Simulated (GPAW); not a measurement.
Crystal: WS.

```
CELL_PARAMETERS angstrom
3.00789 0.00000 0.00000
0.00000 3.00789 0.00000
0.00000 0.00000 3.00789
ATOMIC_POSITIONS crystal
W 0.50000 0.50000 0.50000
S 0.00000 0.00000 0.00000
```

The cell was built by a generator and needn't be a form met in nature.

| Property | Result |
| --- | --- |
| Program | GPAW 26.7.0 |
| Task | relaxation of cell and atoms |
| Functional | PBEsol |
| Dispersion | D4 |
| Potentials or basis | PAW data sets generated in the run's folder for this functional |
| Cutoff | 600 eV |
| Basis | pw |
| k mesh | 9 × 9 × 9 |
| Occupations | fermi-dirac, width 0.05 eV |
| Spin | no spin polarisation |

At the start: pressure -11.8 GPa; volume 13.61 Å³/atom.

**Question.** Where does the relaxation end?

**Answer.** Over 4 steps the energy falls by 23.2 meV/atom and the volume is 12.99 Å³/atom (-4.5 %); space group Pm-3m (No. 221, to 0.05 Å).

The path:
```tsv
step	energy change (eV)	largest force (eV/Å)	pressure (GPa)	volume (Å³)
1	0.0000	0.0000	-11.78	27.21
2	-0.0329	0.0000	-6.68	26.64
3	-0.0463	0.0000	0.46	25.93
4	-0.0464	0.0000	-0.02	25.98
```

Final structure:
```cif
data_structure
_symmetry_space_group_name_H-M 'P 1'
_symmetry_Int_Tables_number 1
_cell_length_a 2.9616
_cell_length_b 2.9616
_cell_length_c 2.9616
_cell_angle_alpha 90.000
_cell_angle_beta 90.000
_cell_angle_gamma 90.000
_cell_volume 25.98
loop_
_atom_site_label
_atom_site_type_symbol
_atom_site_fract_x
_atom_site_fract_y
_atom_site_fract_z
_atom_site_occupancy
W1 W 0.50000 0.50000 0.50000 1
S1 S 0.00000 0.00000 0.00000 1
```

Caveat: later steps reuse the first step's grids; pairwise dispersion overbinds metals, which lowers pressure and volume.
